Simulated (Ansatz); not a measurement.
**CH2FNSi (SMILES N=C=[SiH]F): one structure at several levels**

An exercise on one series of results from a longer session: the logs are not shown, and one member is left open.

Program: Ansatz 0.2.0, Gaussian basis. Level of theory: single points in def2-TZVPP. These are calculated values, not measurements.

Correlated methods freeze the cores.

1 further run of the same task is left out (it didn't finish).

### The starting structure

SMILES `N=C=[SiH]F`, 6 atoms, charge 0, spin multiplicity 1.

Atoms are counted from 1 here; the program's logs count them from 0.

Bond lengths: N1–C2 1.198 Å, N1–H5 1.024 Å, C2–Si3 1.934 Å, Si3–F4 1.643 Å, Si3–H6 1.588 Å. Angles: C2–N1–H5 139.3°, N1–C2–Si3 167.3°, C2–Si3–F4 104.4°, C2–Si3–H6 80.8°, F4–Si3–H6 95.3°.

Geometry (Å):

```mol
CH2FNSi
  3D, bonds by distance, orders not assigned

  6  5  0  0  0  0  0  0  0  0999 V2000
    1.7465   -0.1730   -0.6713 N   0  0
    0.6220   -0.0526   -0.2771 C   0  0
   -1.2150    0.4496    0.0631 Si  0  0
   -2.0133   -0.9809    0.1835 F   0  0
    2.6597   -0.4864   -0.3290 H   0  0
   -0.6733    0.4422    1.5556 H   0  0
  1  2  8  0
  1  5  8  0
  2  3  8  0
  3  4  8  0
  3  6  8  0
M  END
```

The first run:

Contents of run/in.yaml:

```yaml
crystal:
  periodic: [false, false, false]
  atoms:
    - {symbol: N, position_ang: [1.746495, -0.172990, -0.671347]}
    - {symbol: C, position_ang: [0.621972, -0.052578, -0.277058]}
    - {symbol: Si, position_ang: [-1.214969, 0.449600, 0.063112]}
    - {symbol: F, position_ang: [-2.013278, -0.980917, 0.183515]}
    - {symbol: H, position_ang: [2.659737, -0.486422, -0.328986]}
    - {symbol: H, position_ang: [-0.673281, 0.442184, 1.555566]}
basis:
  gaussian: {orbitals: def2-TZVPP}
hamiltonian: {xc: pbe, dispersion: d4}
output: {forces: true}
```

Started as:

```sh
$ ansatz run in.yaml --threads 2 --pin off --events-out ev --progress --plain --max-ram 3481MiB
```

Among the steps run: PBE-D4/def2-TZVPP; r2SCAN-D4/def2-TZVPP; PBE0-D4/def2-TZVPP; wB97M-V/def2-TZVPP; CCSD(T)/def2-TZVPP.

One of the session's tables, all rows but one given; the rest of the session is left out.

```
   method  RMS force component (eV/Å)  angle to CCSD(T) forces (°)  dipole (D)
   PBE-D4                       0.365                         40.6        4.23
r2SCAN-D4                       0.547                         20.5        4.37
  PBE0-D4                           ?                            ?           ?
  wB97M-V                       0.852                         23.5        4.80
  CCSD(T)                       0.570                    reference        5.03
```

**Question.** Estimate the row for PBE0-D4.

**Answer.** RMS force component (eV/Å): 0.701; angle to CCSD(T) forces (°): 20.4; dipole (D): 4.54. In the column «RMS force component (eV/Å)» it lies between CCSD(T) (0.570) and wB97M-V (0.852).
